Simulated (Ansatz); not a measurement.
# GaP− (quartet): from Hartree-Fock to the top rungs, aug-cc-pVDZ

The task here is to estimate one member of a computed series from the others.

The runs use Ansatz 0.2.0, Gaussian basis; aug-cc-pVDZ, core rule «outside noble gas», up to 19 orbitals frozen.

To be run: UHF; CCSD(T) on ROHF; CCSD(T) on UHF; BCCD(T) on ROHF; CISD; CCSDT(Q) on ROHF; CCSDT(Q) on UHF; CASSCF and MRCISD+Q, 9 electrons in 8 orbitals; CASSCF and NEVPT2, 9 electrons in 8 orbitals.

24 further runs of the same task are left out: 8 for a known fault of the program, 7 that didn't finish, 9 set aside as unsound or not needed.

## The system

The geometry is a PBE0/def2-TZVPD stationary point (not a proven minimum). No spin-orbit coupling is included. The filled d shell of Ga may be among the frozen orbitals whatever the setting's name suggests; the logs give the count.

2 atoms, charge -1, spin multiplicity 4.

Atoms are counted from 1 here; the program's logs count them from 0.

Bond lengths: P1–Ga2 2.354 Å.

Set-up of the first run:

in.yaml

```yaml
crystal:
  periodic: [false, false, false]
  atoms:
    - {symbol: P, position_ang: [0.000000, 0.000000, 0.000000]}
    - {symbol: Ga, position_ang: [0.000000, 0.000000, 2.354100]}
basis:
  gaussian: {orbitals: aug-cc-pVDZ}
total_charge: -1
magnetization: {spin_polarized: true, initial_magnetization: 3}
hamiltonian: {xc: hf}
output: {orbitals: {seedname: orbitals}}
```

Launch:

```bash
> ansatz run in.yaml --threads 1 --pin off --events-out ev --progress --plain --max-ram 2393MiB
```

Among the steps run: UHF; CCSD(T) on ROHF; CCSD(T) on UHF; BCCD(T) on ROHF; CISD; CCSDT(Q) on ROHF; CCSDT(Q) on UHF; CASSCF and MRCISD+Q, 9 electrons in 8 orbitals; CASSCF and NEVPT2, 9 electrons in 8 orbitals.

One of the session's tables, all rows but one given; the rest of the session is left out.

It belongs to the step «Misses and costs». 

```
          method  from RCCSDT(Q) (meV)
            RMP2               +1113.0
            UMP2                     ?
           RCCSD                +432.9
           UCCSD                +416.0
        RCCSD(T)                +180.9
        UCCSD(T)                +177.8
         BCCD(T)                +183.1
          RCCSDT                 +72.2
          UCCSDT                 +67.9
       RCCSDT(Q)                     0
       UCCSDT(Q)                  -2.0
  CASSCF valence               +4088.8
  NEVPT2 valence               +1076.7
  MRCISD valence                +495.8
MRCISD+Q valence                +119.2
```

Estimate the missing values for UMP2.

The run gave: from RCCSDT(Q) (meV): +1177.1. In the column «from RCCSDT(Q) (meV)» it lies between RMP2 (+1113.0) and CASSCF valence (+4088.8).

Not comparable, so not listed: CISD (they don't share determinant, frozen orbitals or solution with the rows shown, or repeat one).

Limits of these values: Left out of the table: ROHF, UHF (another determinant or state than the rows shown). Warnings: coupled cluster took another determinant than the lowest. Restricted and unrestricted rows rest on different reference determinants; where their highest levels disagree by more than a few hundredths of an eV, they describe different states and don't form one ladder.
